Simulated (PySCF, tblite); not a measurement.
# C4H9BN radical: geometry, infrared bands and EPR parameters

Aim: predict the infrared bands and EPR parameters of C4H9BN radical (`[CH2]NBC1CC1`).

Computed with tblite 0.8.0 and PySCF 2.14.0, with density-fitted response routines of our own, on a single molecule in the gas phase. Atoms count from 0, in the outputs and in this text.

### 1 Starting geometry

15 atoms, charge 0, multiplicity 2; geometry from: force field or distance geometry start.

Bonds of the start (Å): C0–N1 1.47, N1–B2 1.50, B2–C3 1.57, C3–C4 1.51, C4–C5 1.50, C5–C3 1.52, C0–H6 1.10, C0–H7 1.10, N1–H8 1.05, B2–H9 1.19, C3–H10 1.10, C4–H11 1.12, C4–H12 1.10, C5–H13 1.09, C5–H14 1.13.

### 2 Optimising the geometry with GFN2-xTB

What the job is given:

```
{"job": {"kind": "relax", "xc": "GFN2-xTB", "basis": "xTB"}, "charge": 0, "multiplicity": 2}
C      2.758700    -0.296500    -0.005100
N      1.513900     0.292100     0.497400
B      0.550800     0.408000    -0.640300
C     -0.783300    -0.393800    -0.821900
C     -1.584600    -0.886500     0.359900
C     -2.026400     0.356500    -0.361700
H      2.614600    -0.608600    -1.048200
H      3.631400     0.363100     0.120100
H      1.755500     1.270300     0.785300
H      0.698900     1.356900    -1.343900
H     -0.923900    -0.986900    -1.740600
H     -2.268600    -1.755600     0.188900
H     -1.223300    -0.792400     1.391400
H     -2.831700     0.352600    -1.097800
H     -1.886500     1.328700     0.189000
```

On the command line:

```
OMP_NUM_THREADS=1 python probes_run.py task.json out
```

The driver reads the jobs from task.json and runs them one after another.

**Question.** This job is followed by: GFN2-xTB harmonic vibrations, gas phase; UKS B3LYP, pcH-1 on B C H N, non-relativistic, mean-field spin-orbit, GIAO. What will the session give for the following? strongest single infrared mode (GFN2-xTB); zero-point energy (GFN2-xTB); g(iso) (B3LYP); ⟨S²⟩; largest a(iso) (averaged by class); potential on the surface of density 0.002 e/bohr³, 1st and 99th percentile.

The runs gave:

| quantity | value |
| --- | --- |
| strongest single infrared mode (GFN2-xTB) | 2631 cm⁻¹, 154 km/mol |
| zero-point energy (GFN2-xTB) | 77.9 kcal/mol |
| g(iso) (B3LYP) | 2.00258 |
| ⟨S²⟩ | 0.755 (exact 0.75) |
| largest a(iso) (averaged by class) | 13C on C0, 72.3 MHz |
| potential on the surface of density 0.002 e/bohr³, 1st and 99th percentile | -0.52 V and 1.81 V |

In words: Over 127 steps the energy fell by 1.900 eV; of the close pairs, C0–N1 changed most, 1.466 to 1.352 Å. All 39 modes are real, so the xTB geometry is a minimum. The strongest single mode, at 2631 cm⁻¹, moves mainly H9. Unscaled tight-binding wavenumbers are off by several per cent, some by more. Its intensities can rank the bands wrongly. C0 carries the largest spin population, 0.88 e. The isotropic g lies 0.3 ppt above the free-electron value.
